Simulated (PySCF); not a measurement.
**SnSe (SMILES [Se][Sn]): CAM-B3LYP/def2-TZVP (core potential)**

What is the energy change on altering one bond length of SnSe at CAM-B3LYP/def2-TZVP (core potential)? Input form: a Python script.

Program for the calculation: PySCF 2.14.0.

1 further run of the same task is left out (set aside as unsound or not needed).

### Step 1. The system as given

SnSe: 2 atoms, total charge 0, spin state singlet. SMILES: `[Se][Sn]`. The coordinates come from a PBE0-D4/def2-TZVP relaxation.

Bond lengths: Se1–Sn2 2.325 Å.

### Step 2. A single-point energy at CAM-B3LYP/def2-TZVP (core potential)

input.py

```python
from pyscf import gto, dft

system = gto.Mole()
system.atom = [
    ('Se', (0.000000, -0.000000, 0.006530)),
    ('Sn', (-0.000000, 0.000000, 2.331810)),
]
system.ecp = {'Sn': 'def2-svp'}
system.max_memory = 1860
system.spin = 0
system.verbose = 3
system.basis = 'def2-tzvp'
system.charge = 0
system.build()

ks = dft.RKS(system, xc='cam-b3lyp')
ks.conv_tol = 1e-10
ks.grids.level = 5
ks.kernel()
if not ks.converged:
    ks = ks.newton().run(ks.mo_coeff, ks.mo_occ)

etot = ks.e_tot
print(f'total energy: {etot:.8f} hartree')
```

The run is started by

```sh
$ OMP_NUM_THREADS=1 python input.py
```

Log:

```text
converged SCF energy = -2616.01386790915
total energy: -2616.01386791 hartree
```

Wall time 26 s (1 thread of Arm Neoverse V2, shared host); peak memory 0.47 GiB.

### Step 3. The distorted shape, same level

calc.py

```python
from pyscf import gto, dft

mol = gto.M(
    atom='''
Se   0.000000   0.000000  -0.342290
Sn   0.000000   0.000000   2.331810
''',
    verbose=3,
    ecp={'Sn': 'def2-svp'},
    basis='def2-tzvp',
    max_memory=1860,
)

calc0 = dft.RKS(mol, xc='cam-b3lyp')
calc0.grids.level = 5
calc0.conv_tol = 1e-10
calc0.kernel()
if not calc0.converged:
    calc0 = calc0.newton().run(calc0.mo_coeff, calc0.mo_occ)

e_final = calc0.e_tot
print('E = %.10f Eh' % e_final)
```

The run is started by

```sh
$ OMP_NUM_THREADS=1 python calc.py
```

Log:

```text
converged SCF energy = -2615.98118729317
E = -2615.9811872932 Eh
```

Run time: 26 s. Hardware: 1 thread of Arm Neoverse V2, shared host; peak memory 0.47 GiB.

### Step 4. Outcome

Level: CAM-B3LYP/def2-TZVP (core potential).

```
                                                           quantity           value
                                          first shape: total energy  -2616.01387 Eh
                                         first shape: dipole moment          3.33 D
                                           first shape: HOMO energy        -8.19 eV
                                           first shape: LUMO energy        -1.66 eV
                                         first shape: HOMO–LUMO gap         6.53 eV
                                      distorted shape: total energy  -2615.98119 Eh
                                     distorted shape: dipole moment          4.93 D
                                       distorted shape: HOMO energy        -7.47 eV
                                       distorted shape: LUMO energy        -2.29 eV
                                     distorted shape: HOMO–LUMO gap         5.18 eV
energy change with the Se1–Sn2 bond stretched from 2.325 to 2.674 Å        0.889 eV
```

In words: With the Se1–Sn2 bond stretched from 2.325 to 2.674 Å the energy rises by 0.89 eV (20.5 kcal/mol). The first shape isn't relaxed at this level, so the change isn't measured from a minimum.
